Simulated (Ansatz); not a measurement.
# UHF/3-21G run of Si2NH5F (SMILES N[Si](F)[SiH3])

Aim: the vertical doublet–quartet gap of Si2NH5F at UHF/3-21G, from 2 runs. 

Program for the calculation: Ansatz 0.2.0.

65 further runs of the same task are left out: 65 set aside as unsound or not needed.

## (1) The molecule

The species is Si2NH5F (9 atoms), meant as a doublet with charge 0. As SMILES, `N[Si](F)[SiH3]`. The coordinates come from a PBE0-D4/def2-TZVP relaxation. This is one conformer, not always the lowest.

Bond lengths: N1–Si2 1.703 Å, Si2–F3 1.616 Å, Si2–Si4 2.346 Å, N1–H5 1.007 Å, N1–H6 1.008 Å, Si4–H7 1.485 Å, Si4–H8 1.492 Å, Si4–H9 1.486 Å. Some angles: N1–Si2–F3 112.7°, N1–Si2–Si4 109.4°, F3–Si2–Si4 108.8°, Si2–N1–H5 122.8°, Si2–N1–H6 123.0°, Si2–Si4–H7 109.3°, Si2–Si4–H8 112.4°, Si2–Si4–H9 108.4°, H5–N1–H6 112.1°, H7–Si4–H8 108.9°.

## (2) The energy at UHF/3-21G

Input file in.yaml:

```yaml
crystal:
  periodic: [false, false, false]
  atoms:
    - {symbol: "N", position_ang: [-0.977000, 1.372900, -0.683600]}
    - {symbol: Si, position_ang: [-0.847900, -0.322400, -0.578100]}
    - {symbol: F, position_ang: [-0.495500, -1.010700, -1.997200]}
    - {symbol: Si, position_ang: [0.823900, -0.883000, 0.969100]}
    - {symbol: H, position_ang: [-1.742300, 1.833700, -1.147400]}
    - {symbol: H, position_ang: [-0.198200, 1.993200, -0.528800]}
    - {symbol: H, position_ang: [1.132000, -2.331800, 0.856500]}
    - {symbol: H, position_ang: [2.078500, -0.103500, 0.756900]}
    - {symbol: H, position_ang: [0.315000, -0.594800, 2.335600]}
basis:
  gaussian:
    orbitals: 3-21G.json
total_charge: 0
output: {orbitals: {seedname: orbitals}}
hamiltonian:
  xc: hf
accuracy: high
magnetization:
  spin_polarized: true
  initial_magnetization: 1
```

The basis set 3-21G is read from a file made from the Basis Set Exchange's data (not shown).

Command:

```console
$ ansatz run in.yaml --threads 1 --pin off --max-ram 3480MiB --events-out events.jsonl --progress --plain --runs-dir runs
```

What it wrote:

```text
Warning: RAYON_NUM_THREADS=1 ignored (pool sized by the plan → 1); use --threads N
Functional definition: HF
  name "HF"
  exchange = exact_x
  correlation = 0
1246 factors; integrals over basis functions are off by at most 6.4e-9 eV
mean field evaluation 1: about -19883.2530 eV, gradient 2.3e1 eV
mean field evaluation 2: about -19883.2595 eV, gradient 2.3e1 eV
mean field evaluation 4: about -19885.6415 eV, gradient 1.7e0 eV
mean field evaluation 8: about -19885.6979 eV, gradient 2.4e-3 eV
mean field -19885.69788779 eV, -730.7859183662 hartree, gradient 3.8e-8 eV, S^2 0.753361; 0 other end points of the search recorded, 0 dependent functions left out
reference -19885.69788779 eV, -730.7859183662 hartree; 25, 24 occupied and 29, 30 virtual orbitals, 1246 factors
Total energy: -19885.69788779 eV, -730.7859183662 hartree
```

It took 0.99 s on 1 thread of Arm Neoverse V2, shared host; peak memory 0.16 GiB.

## (3) The quartet

Input file job.yaml:

```yaml
crystal:
  periodic: [false, false, false]
  atoms:
    - {symbol: "N", position_ang: [-0.977000, 1.372900, -0.683600]}
    - {symbol: Si, position_ang: [-0.847900, -0.322400, -0.578100]}
    - {symbol: F, position_ang: [-0.495500, -1.010700, -1.997200]}
    - {symbol: Si, position_ang: [0.823900, -0.883000, 0.969100]}
    - {symbol: H, position_ang: [-1.742300, 1.833700, -1.147400]}
    - {symbol: H, position_ang: [-0.198200, 1.993200, -0.528800]}
    - {symbol: H, position_ang: [1.132000, -2.331800, 0.856500]}
    - {symbol: H, position_ang: [2.078500, -0.103500, 0.756900]}
    - {symbol: H, position_ang: [0.315000, -0.594800, 2.335600]}
basis:
  gaussian: {orbitals: 3-21G.json}
magnetization: {spin_polarized: true, initial_magnetization: 3}
hamiltonian: {xc: hf}
accuracy: high
output: {orbitals: {seedname: orbitals}}
```

The basis set 3-21G is read from a file made from the Basis Set Exchange's data (not shown).

Command:

```console
$ ansatz run job.yaml --threads 1 --pin off --max-ram 3480MiB --events-out events.jsonl --progress --plain --runs-dir runs
```

What it wrote:

```text
Warning: RAYON_NUM_THREADS=1 ignored (pool sized by the plan → 1); use --threads N
Functional definition: HF
  name "HF"
  exchange = exact_x
  correlation = 0
1246 factors; integrals over basis functions are off by at most 6.4e-9 eV
mean field evaluation 1: about -19876.1432 eV, gradient 1.8e1 eV
mean field evaluation 2: about -19876.1540 eV, gradient 1.8e1 eV
mean field evaluation 4: about -19878.4540 eV, gradient 3.2e0 eV
mean field evaluation 8: about -19879.1019 eV, gradient 5.0e-1 eV
mean field evaluation 16: about -19879.1134 eV, gradient 8.7e-8 eV
mean field evaluation 32: about -19878.3583 eV, gradient 4.9e-1 eV
mean field evaluation 64: about -19875.8380 eV, gradient 1.2e0 eV
mean field evaluation 96: about -19878.1572 eV, gradient 1.2e0 eV
mean field evaluation 128: about -19877.4036 eV, gradient 5.8e-1 eV
mean field -19879.11342522 eV, -730.5439438298 hartree, gradient 8.7e-8 eV, S^2 3.758637; 2 other end points of the search recorded, 0 dependent functions left out
reference -19879.11342522 eV, -730.5439438298 hartree; 26, 23 occupied and 28, 31 virtual orbitals, 1246 factors
Total energy: -19879.11342522 eV, -730.5439438298 hartree
```

Wall time 3.3 s (1 thread of Arm Neoverse V2, shared host); peak memory 0.16 GiB.

## (4) Summary of results

At UHF/3-21G:

```
                                        quantity          value
                           doublet: total energy  -730.78592 Eh
     doublet: HOMO energy (highest over α and β)       -8.46 eV
      doublet: LUMO energy (lowest over α and β)        1.33 eV
                                   doublet: ⟨S²⟩          0.753
                           quartet: total energy  -730.54394 Eh
     quartet: HOMO energy (highest over α and β)       -2.66 eV
      quartet: LUMO energy (lowest over α and β)       -0.47 eV
                                   quartet: ⟨S²⟩          3.759
vertical energy of the quartet above the doublet       6.584 eV
```

**Reading.** At this shape the quartet lies 6.58 eV (635 kJ/mol) above the doublet.
